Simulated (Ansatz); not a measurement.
# C₁₀H₁₀F₂Ti: small, medium and large basis sets

An exercise on one series of results from a longer session: the logs are not shown, and one member is left open.

Computed with Ansatz 0.2.0, Gaussian basis. Level: one geometry, several basis sets.

Levels to be run: PBE0-D4/def2-SVP; ωB97M-V/def2-SVP; PBE0-D4/def2-QZVPP; ωB97M-V/def2-QZVPP; the functionals' def2-TZVPP values are taken from earlier runs.

## Structure used throughout

All runs share one geometry, relaxed beforehand with PBE0-D4 in a triple-zeta def2 set.

SMILES `[F][Ti]12345678([F])([C@H]9[C@@H]1[C@@H]2[C@@H]3[C@H]94)[C@H]1[C@@H]5[C@@H]6[C@@H]7[C@H]18`, 23 atoms, charge 0, spin multiplicity 1.

Atoms are counted from 1 here; the program's logs count them from 0.

Bond lengths: F1–Ti2 1.819 Å, Ti2–F3 1.819 Å, Ti2–C4 2.415 Å, Ti2–C5 2.378 Å, Ti2–C6 2.387 Å, Ti2–C7 2.396 Å, Ti2–C8 2.406 Å, Ti2–C9 2.387 Å, Ti2–C10 2.396 Å, Ti2–C11 2.406 Å, Ti2–C12 2.414 Å, Ti2–C13 2.378 Å, C4–C5 1.407 Å, C4–C8 1.402 Å, C4–H14 1.078 Å, C5–C6 1.418 Å, C5–H15 1.079 Å, C6–C7 1.402 Å and more. Angles: F1–Ti2–F3 98.9°, F1–Ti2–C4 76.2°, F1–Ti2–C5 97.0°, F1–Ti2–C6 130.5°, F1–Ti2–C7 126.9°, F1–Ti2–C8 92.8°, F1–Ti2–C9 111.0°, F1–Ti2–C10 80.0°, F1–Ti2–C11 81.1°, F1–Ti2–C12 112.7°, F1–Ti2–C13 135.3°, F3–Ti2–C4 112.2°, F3–Ti2–C5 135.3°, F3–Ti2–C6 111.5°, F3–Ti2–C7 80.3°, F3–Ti2–C8 80.9°, F3–Ti2–C9 130.8°, F3–Ti2–C10 126.5° and more.

Set-up of the first run:

in.yaml reads:

```yaml
crystal:
  periodic: [false, false, false]
  atoms:
    - {symbol: F, position_ang: [0.673745, -0.526271, -2.109410]}
    - {symbol: Ti, position_ang: [0.281378, -0.446770, -0.334609]}
    - {symbol: F, position_ang: [0.954805, -2.058707, 0.173497]}
    - {symbol: C, position_ang: [-1.878454, -0.651525, -1.395018]}
    - {symbol: C, position_ang: [-1.897075, 0.480558, -0.559836]}
    - {symbol: C, position_ang: [-1.775352, 0.030592, 0.779366]}
    - {symbol: C, position_ang: [-1.644122, -1.364960, 0.755600]}
    - {symbol: C, position_ang: [-1.700659, -1.786645, -0.592279]}
    - {symbol: C, position_ang: [0.663919, 1.745322, 0.528907]}
    - {symbol: C, position_ang: [1.506778, 1.597438, -0.581333]}
    - {symbol: C, position_ang: [2.451537, 0.589816, -0.282510]}
    - {symbol: C, position_ang: [2.197665, 0.128543, 1.016784]}
    - {symbol: C, position_ang: [1.077106, 0.815822, 1.517272]}
    - {symbol: H, position_ang: [-1.885252, -0.637136, -2.473380]}
    - {symbol: H, position_ang: [-2.001830, 1.505177, -0.882817]}
    - {symbol: H, position_ang: [-1.773452, 0.653309, 1.660186]}
    - {symbol: H, position_ang: [-1.465348, -2.002164, 1.608257]}
    - {symbol: H, position_ang: [-1.553822, -2.796302, -0.943105]}
    - {symbol: H, position_ang: [-0.159499, 2.437056, 0.612846]}
    - {symbol: H, position_ang: [1.412293, 2.111994, -1.525368]}
    - {symbol: H, position_ang: [3.187657, 0.194346, -0.964950]}
    - {symbol: H, position_ang: [2.702274, -0.690080, 1.504992]}
    - {symbol: H, position_ang: [0.625716, 0.670598, 2.486908]}
basis:
  gaussian: {orbitals: def2-SVP}
hamiltonian: {xc: pbe0, dispersion: d4}
output: {orbitals: {seedname: orbitals}}
```

The run is started by

```bash
$ ansatz run in.yaml --threads 11 --pin off --events-out ev --progress --plain --max-ram 174080MiB --backend cpu
```

Steps of the session up to this table: PBE0-D4 in def2-SVP; ωB97M-V in def2-SVP; PBE0-D4 in def2-QZVPP; ωB97M-V in def2-QZVPP.

One table of the session follows, with a row left open; its other results are not shown here.

It belongs to the step «Density functionals: the series». 

```
functional       basis  HOMO (eV)
   PBE0-D4    def2-SVP          ?
   PBE0-D4  def2-TZVPP      -6.73
   PBE0-D4  def2-QZVPP      -6.73
   ωB97M-V    def2-SVP      -8.77
   ωB97M-V  def2-TZVPP      -8.77
   ωB97M-V  def2-QZVPP      -8.77
```

Q: Estimate the row for PBE0-D4, def2-SVP from the others.

The run gave: HOMO (eV): -6.74. In the column «HOMO (eV)» it lies between ωB97M-V, def2-QZVPP (-8.77) and PBE0-D4, def2-TZVPP (-6.73).
